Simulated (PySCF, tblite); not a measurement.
# C₅H₅N₂S radical: geometry, infrared bands and EPR parameters

Aim: predict the infrared bands and EPR parameters of C₅H₅N₂S radical (`[H]/[C]=C\c1nsc(C)n1`).

Computed with tblite 0.8.0 and PySCF 2.14.0, with density-fitted response routines of our own, on a single molecule in the gas phase. Atoms are numbered from 0 throughout.

## Step 1: The starting structure

13 atoms, charge 0, multiplicity 2; geometry from: force field or distance geometry start.

Bonds of the start (Å): C0–C1 1.32, C1–C2 1.51, C2–N3 1.32, N3–S4 1.84, S4–C5 1.77, C5–C6 1.50, C5–N7 1.29, N7–C2 1.29, C0–H8 1.07, C1–H9 1.07, C6–H10 1.11, C6–H11 1.12, C6–H12 1.12.

## Step 2: Relaxing the molecule with GFN2-xTB

Job settings and geometry (Å):

```
{"job": {"kind": "relax", "xc": "GFN2-xTB", "basis": "xTB"}, "charge": 0, "multiplicity": 2}
C     -2.933600     0.759000     0.917800
C     -2.403400     0.551300    -0.276700
C     -1.109300    -0.232700    -0.339700
N     -1.149200    -1.509100    -0.690200
S      0.622800    -1.992900    -0.623200
C      1.132000    -0.360300    -0.157300
C      2.502900     0.187400     0.118000
N      0.036600     0.311400    -0.085800
H     -2.456100     0.377100     1.796100
H     -2.851700     0.911100    -1.175500
H      2.828300    -0.056000     1.154500
H      3.235300    -0.238700    -0.607900
H      2.541300     1.293100    -0.047900
```

On the command line:

```
$ OMP_NUM_THREADS=1 python probes_run.py task.json out
```

The driver reads the jobs from task.json and runs them one after another.

**Question.** This job is followed by: GFN2-xTB harmonic vibrations, gas phase; UKS B3LYP, pcH-1 on C H N S, non-relativistic, mean-field spin-orbit, GIAO. What will the session give for the following? strongest single infrared mode (GFN2-xTB); zero-point energy (GFN2-xTB); g(iso) (B3LYP); ⟨S²⟩; largest a(iso) (averaged by class); potential on the surface of density 0.002 e/bohr³, 1st and 99th percentile.

**Answer**, as computed:

```
                                                                  quantity                  value
                                 strongest single infrared mode (GFN2-xTB)  1146 cm⁻¹, 137 km/mol
                                              zero-point energy (GFN2-xTB)          55.0 kcal/mol
                                                            g(iso) (B3LYP)                2.00216
                                                                      ⟨S²⟩     0.762 (exact 0.75)
                                        largest a(iso) (averaged by class)   13C on C0, 329.9 MHz
potential on the surface of density 0.002 e/bohr³, 1st and 99th percentile     -1.48 V and 1.35 V
```

Relaxing lowered the energy by 1.118 eV in 88 steps; the close pair that moved most is N3–S4, from 1.838 to 1.628 Å. The lowest mode is imaginary (48i cm⁻¹), so the xTB geometry is not a minimum: the zero-point energy counts the real modes alone, and all values at this geometry belong to a saddle point. The strongest single mode, at 1146 cm⁻¹, has its largest shares on C5, N7, C6 and H12 (the list is cut at 4 atoms). Unscaled tight-binding wavenumbers are off by several per cent, some by more. Its intensities can rank the bands wrongly. C0 carries the largest spin population, 1.07 e. The isotropic g lies 0.2 ppt below the free-electron value. These values are for one conformer; the search (at its own cheap level) found 1 more, at 0.28 kcal/mol, and measured spectra average over such forms.
